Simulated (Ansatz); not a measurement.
Predict the output of the script below (the Python package of Ansatz (0.2.0)).

Contents of `h6n2o2zr.xyz`:
```text
11

N    -1.65559    0.65882    0.68778
Zr    0.01407   -0.03974   -0.26409
N     1.42782   -0.41440    1.15625
O     0.60778    1.33443   -1.43040
O    -0.35886   -1.63744   -1.21496
H    -1.51220    0.91595    1.67438
H    -2.45167    0.00594    0.68011
H     2.31536    0.09475    1.04651
H     1.68415   -1.40352    1.28218
H     0.14422    2.18211   -1.44887
H    -0.21508   -1.69688   -2.16889
```

`bde_h6n2o2zr.py`:
```python
# -*- coding: utf-8 -*-
'''X-H bond energies of H6N2O2Zr without relaxation.'''

import ansatz


def energy_of(molecule, charge=0, unpaired=0):
    calc = (
        molecule.calculation()
        .basis(gaussian='def2-TZVP')
        .functional('cam_b3lyp')
    )
    if charge:
        calc = calc.charge(charge)
    if unpaired:
        calc = calc.spin('collinear', total=unpaired)
    return calc.run(threads=1).report['free_energy_ev']

def without(molecule, index):
    rest = ansatz.Crystal.molecule()
    for i, site in enumerate(molecule.cartesian_sites):
        if i != index:
            rest = rest.atom(site.symbol, site.position_ang)
    return rest

molecule = ansatz.Crystal.molecule_from_extxyz('h6n2o2zr.xyz')

whole = energy_of(molecule, 0)
hydrogen = energy_of(ansatz.Crystal.molecule().atom('H', (0, 0, 0)), 0, 1)
print(f'E(molecule) = {whole:.5f} eV, E(H) = {hydrogen:.5f} eV')
for index in [8, 10]:
    radical = energy_of(without(molecule, index), 0, 1)
    print(f'H{index}: homolysis {(radical + hydrogen - whole):.3f} eV')
    anion = energy_of(without(molecule, index), -1)
    print(f'H{index}: loss of a proton {(anion - whole):.3f} eV')
```

```console
$ python bde_h6n2o2zr.py
E(molecule) = -8457.13107 eV, E(H) = -13.57334 eV
H8: homolysis 5.061 eV
H8: loss of a proton 16.958 eV
H10: homolysis 5.501 eV
H10: loss of a proton 15.776 eV
```

Reading the output:
- Total energies depend on the basis set; only differences at equal settings carry meaning.
- The geometry is a force-field or estimated start, not a minimum of this method, and the basis set is short of its limit. All parts are taken at fixed geometry, without zero-point energy.
- def2 sets replace the cores of elements past krypton by effective core potentials.
- The spin-orbit lowering of heavy atoms is left out.
- Anions want diffuse functions, which this basis lacks.
- Timing: 2.4 min on 1 thread of Arm Neoverse V2, with other jobs on the host, peak memory 0.9 GiB.
